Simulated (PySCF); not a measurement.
# C5H10BCl: a tour of settings

Aim: see how C5H10BCl (`ClB1CCCCC1`) answers to the choice of functional, basis, grid and SCF options, and what happens with inputs that are wrong on purpose.

The runs use PySCF 2.14.0, with density-fitted response routines of our own; the level of theory stands in each step. All values are computed, except where a source is named. Atoms count from 0, in the outputs and in this text.

## (1) The starting structure

17 atoms, charge 0, multiplicity 1; geometry from: GFN2-xTB.

Bonds of the start (Å): Cl0–B1 1.71, B1–C2 1.58, C2–C3 1.53, C3–C4 1.53, C4–C5 1.53, C5–C6 1.54, C6–B1 1.58, C2–H7 1.09, C2–H8 1.10, C3–H9 1.09, C3–H10 1.09, C4–H11 1.09, C4–H12 1.09, C5–H13 1.09, C5–H14 1.09, C6–H15 1.10, C6–H16 1.09.

## (2) NMR shieldings: PBE0/pcSseg-1

The job: settings as JSON, then the geometry in Å.

```
{"job": {"kind": "nmr", "xc": "PBE0", "basis": "pcSseg-1"}, "charge": 0, "multiplicity": 1}
Cl     0.805218    -3.164388     0.103608
B      0.382437    -1.505873     0.121846
C     -1.137949    -1.071832     0.177968
C     -1.384274     0.345220    -0.358152
C     -0.340340     1.329700     0.161104
C      1.053995     0.966714    -0.342363
C      1.509307    -0.397550     0.194612
H     -1.803986    -1.774034    -0.328197
H     -1.438689    -1.094212     1.231937
H     -1.339846     0.327691    -1.449301
H     -2.383421     0.682541    -0.074202
H     -0.594645     2.338037    -0.172402
H     -0.346647     1.327002     1.253240
H      1.765676     1.740306    -0.045680
H      1.038855     0.933877    -1.434050
H      1.771740    -0.276755     1.252217
H      2.435571    -0.694415    -0.302097
```

Level: GIAO PBE0/pcSseg-1 NMR shielding, non-relativistic, gas phase.

Started as:

```
$ OMP_NUM_THREADS=1 python probes_run.py task.json out
```

One launch serves the whole session: the jobs run in the order shown.

Log:

```text
coarse grid: 14344 points
cycle   1  E = -681.0953498286  dE =  7.637e-01  |g| = 4.387e-01  |ddm| = 3.560e+00
cycle   2  E = -681.0851641913  dE =  1.019e-02  |g| = 4.968e-01  |ddm| = 8.312e-01
cycle   3  E = -681.1478027712  dE = -6.264e-02  |g| = 5.242e-02  |ddm| = 4.597e-01
cycle   4  E = -681.1483795675  dE = -5.768e-04  |g| = 2.090e-02  |ddm| = 7.721e-02
cycle   5  E = -681.1484743983  dE = -9.483e-05  |g| = 4.471e-03  |ddm| = 2.341e-02
cycle   6  E = -681.1484792973  dE = -4.899e-06  |g| = 1.305e-03  |ddm| = 5.758e-03
final grid: 132720 points
cycle   7  E = -681.1876063716  dE = -4.743e-05  |g| = 8.873e-03  |ddm| = 2.737e-02
cycle   8  E = -681.1875966924  dE =  9.679e-06  |g| = 1.074e-02  |ddm| = 1.647e-02
cycle   9  E = -681.1876258527  dE = -2.916e-05  |g| = 8.247e-04  |ddm| = 9.449e-03
cycle  10  E = -681.1876259781  dE = -1.255e-07  |g| = 2.164e-04  |ddm| = 1.024e-03
cycle  11  E = -681.1876259900  dE = -1.185e-08  |g| = 4.718e-05  |ddm| = 2.668e-04
cycle  12  E = -681.1876259906  dE = -5.841e-10  |g| = 1.335e-05  |ddm| = 5.600e-05
converged SCF energy = -681.1876259906

GIAO shielding tensors (ppm)
atom      isotropic    diamagn.    paramagn.     s11        s22        s33       span
  0 Cl     675.456    1147.281    -471.825    394.529    658.600    973.240    578.711
  1 B       22.124     186.472    -164.349    -50.741     13.147    103.964    154.705
  2 C      156.353     250.747     -94.394    143.604    154.124    171.330     27.726
  3 C      157.741     246.450     -88.709    148.273    153.686    171.263     22.990
  4 C      155.942     247.498     -91.556    151.648    156.225    159.955      8.307
  5 C      157.702     246.446     -88.744    148.152    153.690    171.264     23.112
  6 C      156.329     250.749     -94.420    143.593    154.074    171.321     27.728
  7 H       30.049      29.626       0.422     25.027     30.062     35.057     10.029
  8 H       30.624      29.895       0.729     26.287     29.896     35.689      9.401
  9 H       30.344      30.870      -0.527     26.395     28.900     35.736      9.340
 10 H       29.662      29.908      -0.246     24.300     28.236     36.450     12.150
 11 H       29.850      30.147      -0.296     24.926     28.017     36.608     11.682
 12 H       30.466      31.446      -0.980     26.933     28.851     35.614      8.681
 13 H       29.658      29.908      -0.250     24.300     28.231     36.443     12.142
 14 H       30.340      30.866      -0.525     26.387     28.898     35.737      9.351
 15 H       30.621      29.892       0.728     26.281     29.895     35.685      9.404
 16 H       30.050      29.630       0.419     25.029     30.066     35.054     10.026
```

It took 36 s on 1 thread of Arm Neoverse N1, shared host; peak memory 0.78 GiB.

Shifts follow as δ = σ(reference) − σ, with reference shieldings (ppm) from runs at the same level and on the same kind of geometry: ¹H TMS 31.72, ¹³C TMS 186.9, ¹¹B BF3·OEt2 100.1, ³⁵Cl HCl 950. The references are single molecules in the gas phase. Atoms listed in one row are averaged.

```
            atoms                                    environment  σ (ppm)  δ (ppm)  δ scaled to CDCl3
               C4                              sp3 CH2 in a ring    155.9     31.0               28.3
           C2, C6                            sp3 CH2 bonded to B    156.3     30.6               27.9
           C3, C5                              sp3 CH2 in a ring    157.7     29.2               26.6
H9, H10, H13, H14               hydrogen on an sp3 CH2 in a ring    30.00     1.72               1.72
         H11, H12               hydrogen on an sp3 CH2 in a ring    30.16     1.56               1.57
 H7, H8, H15, H16             hydrogen on an sp3 CH2 bonded to B    30.34     1.38               1.41
              Cl0                           chlorine bonded to B      675      274                  –
               B1  boron bonded to 2 C, Cl, in a 6-membered ring     22.1     77.9                  –
```

The scaled column applies a straight-line fit of computed shieldings to shifts measured in CDCl3, with any fitted terms for Cl, Br or S neighbours (root-mean-square error 0.16 ppm for H, 1.9 ppm for C).

Charges from the same density, by scheme (e):

```
 atoms  Mulliken    IAO  Hirshfeld  ESP fit
   Cl0     -0.21  -0.05      -0.07    -0.19
    B1      0.49   0.24       0.19     0.25
C2, C6     -0.44  -0.42      -0.15    -0.11
C3, C5     -0.21  -0.24      -0.07     0.11
    C4     -0.24  -0.26      -0.07    -0.14
```

Mayer bond orders: Cl0–B1 1.16, B1–C2 1.01, C2–C3 1.04, C3–C4 1.03, C4–C5 1.03, C5–C6 1.04, C6–B1 1.01.

Ring of atoms B1, C2, C3, C4, C5, C6: NICS(0) 1.1, NICS(1) -1.3, NICS(1)zz 3.0 ppm (means of both faces). The ring holds saturated atoms, so no π current runs round it: these values come from its σ bonds, any local π bonds and neighbouring rings, and say nothing of aromaticity.

## (3) TDDFT and polarisability: PBE0/def2-SVPD

Same as in step 2 but for these lines:

```diff
@@ -1,2 +1,2 @@
-{"job": {"kind": "nmr", "xc": "PBE0", "basis": "pcSseg-1"}, "charge": 0, "multiplicity": 1}
+{"job": {"kind": "uv", "xc": "PBE0", "basis": "def2-SVPD", "nstates": 6, "ntriplets": 2}, "charge": 0, "multiplicity": 1}
 Cl     0.805218    -3.164388     0.103608
```

Level: TDDFT PBE0/def2-SVPD, vertical, gas phase, core orbitals frozen in the response.

Log:

```text
coarse grid: 14344 points
cycle   1  E = -680.8262011162  dE =  7.002e-01  |g| = 4.236e-01  |ddm| = 5.682e+00
cycle   2  E = -680.8150257888  dE =  1.118e-02  |g| = 4.848e-01  |ddm| = 1.332e+00
cycle   3  E = -680.8763300221  dE = -6.130e-02  |g| = 5.437e-02  |ddm| = 6.049e-01
cycle   4  E = -680.8769986560  dE = -6.686e-04  |g| = 1.970e-02  |ddm| = 1.447e-01
cycle   5  E = -680.8770958398  dE = -9.718e-05  |g| = 5.298e-03  |ddm| = 4.046e-02
cycle   6  E = -680.8771037126  dE = -7.873e-06  |g| = 1.047e-03  |ddm| = 1.271e-02
final grid: 132720 points
cycle   7  E = -680.9553667224  dE = -4.821e-05  |g| = 8.457e-03  |ddm| = 1.416e-01
cycle   8  E = -680.9553569379  dE =  9.784e-06  |g| = 1.048e-02  |ddm| = 2.462e-02
cycle   9  E = -680.9553855884  dE = -2.865e-05  |g| = 7.499e-04  |ddm| = 1.294e-02
cycle  10  E = -680.9553857271  dE = -1.386e-07  |g| = 1.924e-04  |ddm| = 1.961e-03
cycle  11  E = -680.9553857366  dE = -9.512e-09  |g| = 5.345e-05  |ddm| = 4.588e-04
cycle  12  E = -680.9553857374  dE = -8.063e-10  |g| = 1.412e-05  |ddm| = 1.335e-04
converged SCF energy = -680.9553857374

Static polarisability (au): isotropic 83.072, principal 68.447 83.011 97.759

Singlet excitations
state   eV       nm        f      main configurations
  1   5.2409    236.6   0.00015   H->L 0.98
  2   6.5593    189.0   0.00319   H-1->L 0.98
  3   6.8231    181.7   0.00035   H-2->L 0.96
  4   7.1268    174.0   0.03136   H->L+1 0.97
  5   7.1751    172.8   0.05474   H-3->L 0.98
  6   7.6192    162.7   0.03170   H-4->L 0.99

Triplet excitations (Tamm-Dancoff, eV): 4.8336 6.2146
```

It took 55 s on 1 thread of Arm Neoverse N1, shared host; peak memory 0.91 GiB.

The orbitals next to the gap, with their largest atomic shares:

```
orbital     eV                        atoms
 HOMO−3  -9.19   Cl0 17 %, C4 15 %, C3 12 %
 HOMO−2  -9.13   Cl0 37 %, C4 13 %, C5 11 %
 HOMO−1  -8.78    C4 14 %, C6 13 %, C2 13 %
   HOMO  -7.76   Cl0 28 %, B1 17 %, C6 13 %
   LUMO  -0.85   B1 42 %, Cl0 19 %, C2 11 %
 LUMO+1   0.43    B1 44 %, Cl0 14 %, H7 4 %
 LUMO+2   1.07  Cl0 22 %, H11 11 %, C4 10 %
```

With each of the 6 states as a Gaussian band of 0.4 eV half-width at 1/e, the curve within the window shown has maxima at 172 nm (ε 3,900) L/(mol cm). Beyond the last state computed it falls off for lack of states. The curve at chosen wavelengths:

(nm, ε (L/mol/cm)): (157, 826), (161, 1683), (166, 2914), (170, 3715), (175, 3681), (179, 2753), (183, 1636), (188, 682), (192, 319), (197, 129), (201, 64), (205, 30), (210, 10), (214, 5), (219, 3), (223, 3), (227, 4), (232, 6), (236, 6), (241, 6), (245, 5), (249, 4), (254, 3), (258, 2), (263, 1), (267, 1)

Ground-state properties from the same run:

```
           property  computed
  dipole moment (D)      1.48
polarisability (Å³)     12.31
 HOMO–LUMO gap (eV)      6.92
      −ε(HOMO) (eV)      7.76
```

## (4) Excited states and response: OLYP/def2-SVPD in dimethylsulfoxide

Same as in step 3 but for these lines:

```diff
@@ -1,2 +1,2 @@
-{"job": {"kind": "uv", "xc": "PBE0", "basis": "def2-SVPD", "nstates": 6, "ntriplets": 2}, "charge": 0, "multiplicity": 1}
+{"job": {"kind": "uv", "xc": "OLYP", "basis": "def2-SVPD", "solvent": "dimethylsulfoxide", "nstates": 6, "ntriplets": 0, "tda": false}, "charge": 0, "multiplicity": 1}
 Cl     0.805218    -3.164388     0.103608
```

Method: TDDFT OLYP/def2-SVPD, vertical, IEF-PCM dimethylsulfoxide (non-equilibrium linear response), core orbitals frozen in the response.

Log:

```text
coarse grid: 14344 points
cycle   1  E = -681.1202232910  dE =  4.491e-01  |g| = 5.884e-01  |ddm| = 6.024e+00
cycle   2  E = -680.9607452337  dE =  1.595e-01  |g| = 9.594e-01  |ddm| = 2.474e+00
cycle   3  E = -681.2222308483  dE = -2.615e-01  |g| = 9.629e-02  |ddm| = 1.562e+00
cycle   4  E = -681.2245170094  dE = -2.286e-03  |g| = 2.676e-02  |ddm| = 2.738e-01
cycle   5  E = -681.2246929720  dE = -1.760e-04  |g| = 9.198e-03  |ddm| = 8.085e-02
cycle   6  E = -681.2247165858  dE = -2.361e-05  |g| = 1.959e-03  |ddm| = 2.740e-02
cycle   7  E = -681.2247176641  dE = -1.078e-06  |g| = 6.148e-04  |ddm| = 4.873e-03
final grid: 132720 points
cycle   8  E = -681.2935975875  dE = -7.511e-05  |g| = 1.383e-02  |ddm| = 3.007e-01
cycle   9  E = -681.2935454556  dE =  5.213e-05  |g| = 1.948e-02  |ddm| = 5.115e-02
cycle  10  E = -681.2936494463  dE = -1.040e-04  |g| = 2.391e-03  |ddm| = 2.851e-02
cycle  11  E = -681.2936509600  dE = -1.514e-06  |g| = 3.167e-04  |ddm| = 5.060e-03
cycle  12  E = -681.2936509889  dE = -2.890e-08  |g| = 7.997e-05  |ddm| = 7.895e-04
cycle  13  E = -681.2936509906  dE = -1.737e-09  |g| = 2.894e-05  |ddm| = 1.963e-04
cycle  14  E = -681.2936509909  dE = -2.397e-10  |g| = 4.972e-06  |ddm| = 6.872e-05
converged SCF energy = -681.2936509909

Static polarisability (au): isotropic 117.094, principal 100.113 117.488 133.682

Singlet excitations
state   eV       nm        f      main configurations
  1   4.8596    255.1   0.00026   H->L 1.00
  2   5.7482    215.7   0.00316   H-1->L 0.99
  3   5.9329    209.0   0.03082   H->L+1 1.00
  4   6.1046    203.1   0.02478   H-2->L 0.98
  5   6.1189    202.6   0.00242   H-3->L 0.99
  6   6.5004    190.7   0.00917   H->L+2 1.00
```

It took 43 s on 1 thread of Arm Neoverse N1, shared host; peak memory 0.84 GiB.

In short: HOMO -6.22 eV, LUMO -1.45 eV; lowest singlet 4.86 eV.

## (5) NMR shieldings: revPBE/pcSseg-1

Same as in step 4 but for these lines:

```diff
@@ -1,2 +1,2 @@
-{"job": {"kind": "uv", "xc": "OLYP", "basis": "def2-SVPD", "solvent": "dimethylsulfoxide", "nstates": 6, "ntriplets": 0, "tda": false}, "charge": 0, "multiplicity": 1}
+{"job": {"kind": "nmr", "xc": "revPBE", "basis": "pcSseg-1", "pop": true, "gauge": [10, 10, 10], "scf": {"max_cycle": 90}}, "charge": 0, "multiplicity": 1}
 Cl     0.805218    -3.164388     0.103608
```

Level: common gauge origin revPBE/pcSseg-1 NMR shielding, non-relativistic, gas phase.

Log:

```text
final grid: 132720 points
cycle   1  E = -681.3525128421  dE =  5.267e-01  |g| = 6.074e-01  |ddm| = 3.647e+00
cycle   2  E = -681.1990170531  dE =  1.535e-01  |g| = 9.742e-01  |ddm| = 1.603e+00
cycle   3  E = -681.4534889307  dE = -2.545e-01  |g| = 1.162e-01  |ddm| = 1.087e+00
cycle   4  E = -681.4566477633  dE = -3.159e-03  |g| = 3.432e-02  |ddm| = 1.622e-01
cycle   5  E = -681.4569013410  dE = -2.536e-04  |g| = 1.042e-02  |ddm| = 4.244e-02
cycle   6  E = -681.4569299246  dE = -2.858e-05  |g| = 3.126e-03  |ddm| = 1.347e-02
cycle   7  E = -681.4569323947  dE = -2.470e-06  |g| = 8.025e-04  |ddm| = 3.570e-03
cycle   8  E = -681.4569325492  dE = -1.544e-07  |g| = 1.871e-04  |ddm| = 8.208e-04
cycle   9  E = -681.4569325571  dE = -7.899e-09  |g| = 4.693e-05  |ddm| = 2.203e-04
cycle  10  E = -681.4569325576  dE = -5.866e-10  |g| = 1.119e-05  |ddm| = 6.923e-05
converged SCF energy = -681.4569325576

GIAO shielding tensors (ppm)
atom      isotropic    diamagn.    paramagn.     s11        s22        s33       span
  0 Cl     686.085     838.310    -152.226    440.920    590.942   1026.392    585.473
  1 B      298.244     513.666    -215.422   -135.561    454.987    575.304    710.865
  2 C      126.020     -34.459     160.478    -48.150    109.242    316.967    365.116
  3 C      108.140     -19.911     128.051    -71.765     89.909    306.276    378.041
  4 C      295.908     884.126    -588.219     97.880    357.412    432.431    334.551
  5 C      304.564     874.953    -570.389    107.038    378.390    428.263    321.225
  6 C      388.682     943.290    -554.608    176.912    484.827    504.308    327.396
  7 H     -213.947   -1428.233    1214.286   -424.365   -332.203    114.726    539.091
  8 H      101.041     297.003    -195.962   -139.316    107.303    335.135    474.452
  9 H      -97.195    -890.104     792.909   -273.490   -177.758    159.662    433.153
 10 H      -29.930    -418.766     388.835   -231.067    -68.094    209.370    440.437
 11 H      125.511     495.315    -369.804    -96.207    165.014    307.725    403.932
 12 H      233.687    1131.228    -897.541      4.731    311.331    385.000    380.269
 13 H      270.057    1371.447   -1101.390     18.305    383.151    408.716    390.412
 14 H       13.610    -350.905     364.515   -179.827     -9.379    230.035    409.862
 15 H      345.501    1387.531   -1042.029     50.959    490.391    495.154    444.195
 16 H      203.704     450.751    -247.047    -67.807    274.380    404.539    472.346
```

Run time: 38 s. Hardware: 1 thread of Arm Neoverse N1, shared host; peak memory 0.73 GiB.

A normal end doesn't make this result sound: a common gauge origin replaces GIAOs, so the shieldings depend on where the origin lies. Its shieldings differ from those of step 2 (PBE0/pcSseg-1) by up to 315 ppm (H15).

## (6) Shielding tensors: HSE06/pcSseg-1

Same as in step 5 but for these lines:

```diff
@@ -1,2 +1,2 @@
-{"job": {"kind": "nmr", "xc": "revPBE", "basis": "pcSseg-1", "pop": true, "gauge": [10, 10, 10], "scf": {"max_cycle": 90}}, "charge": 0, "multiplicity": 1}
+{"job": {"kind": "nmr", "xc": "HSE06", "basis": "pcSseg-1", "pop": false, "scf": {"max_cycle": 3}}, "charge": 0, "multiplicity": 1}
 Cl     0.805218    -3.164388     0.103608
```

With the program's defaults for keys left out, this is: GIAO HSE06/pcSseg-1 NMR shielding, non-relativistic, gas phase.

Log:

```text
final grid: 132720 points
cycle   1  E = -681.1632815244  dE =  7.053e-01  |g| = 4.687e-01  |ddm| = 3.574e+00
cycle   2  E = -681.1363399328  dE =  2.694e-02  |g| = 5.791e-01  |ddm| = 9.629e-01
cycle   3  E = -681.2233415455  dE = -8.700e-02  |g| = 6.441e-02  |ddm| = 5.732e-01
SCF not converged, last energy = -681.2233415455
```

Run time: 17 s. Hardware: 1 thread of Arm Neoverse N1, shared host; peak memory 0.72 GiB.

Why it failed: The cap of 3 cycles ended the SCF at a gradient of 6.4e-02. Cure: raise the cap. Numbers printed on the way are no properties of the molecule.

## (7) Comparing the runs: electronic excitations

Excitations and ground-state properties, with basis size and wall time:

```
                                run  lowest singlet (eV)  brightest (eV)      f  gap (eV)  α (Å³)  μ (D)  functions  time
                     PBE0/def2-SVPD                 5.24            7.18  0.055      6.92   12.31   1.48        227  55 s
OLYP/def2-SVPD in dimethylsulfoxide                 4.86            5.93  0.031      4.78   17.35   1.91        227  43 s
```

## (8) Results

```
                                                               quantity                                            value
¹³C shifts against TMS (PBE0/pcSseg-1, means over atoms taken as alike)                             31.0, 30.6, 29.2 ppm
 ¹H shifts against TMS (PBE0/pcSseg-1, means over atoms taken as alike)                             1.72, 1.56, 1.38 ppm
                                ³⁵Cl shifts against HCl (PBE0/pcSseg-1)                                          274 ppm
                            ¹¹B shifts against BF3·OEt2 (PBE0/pcSseg-1)                                         77.9 ppm
                                        lowest singlet (PBE0/def2-SVPD)                      5.24 eV (237 nm), f = 0.000
                               brightest single state of those computed                      state 5, 7.18 eV, f = 0.055
                                                         lowest triplet                                          4.83 eV
                                            range of the lowest singlet                                  4.86 to 5.24 eV
                                          property runs in this session  5, of which 1 failed and 1 gave unsound results
```

What this shows: Single values in the summary come from the first sound run of each kind (PBE0/pcSseg-1; PBE0/def2-SVPD), which need not be the best level. At PBE0/pcSseg-1: The widest tensor belongs to Cl0: span 579 ppm, with a paramagnetic part of -472 ppm. The first singlet state (HOMO→LUMO 0.98) lies at 5.24 eV and is dark; of the 6 states computed, the strongest absorption comes from state 5 at 7.18 eV (the last state computed absorbs too, and its partners may lie past the list). The lowest triplet lies 0.41 eV below the lowest singlet (triplets in Tamm-Dancoff, singlets in full TDDFT). The lowest singlet runs from 4.86 eV (OLYP/def2-SVPD in dimethylsulfoxide) to 5.24 eV (PBE0/def2-SVPD), while the orbital gap spans 4.78 to 6.92 eV. The lowest state need not be the same one in every run.
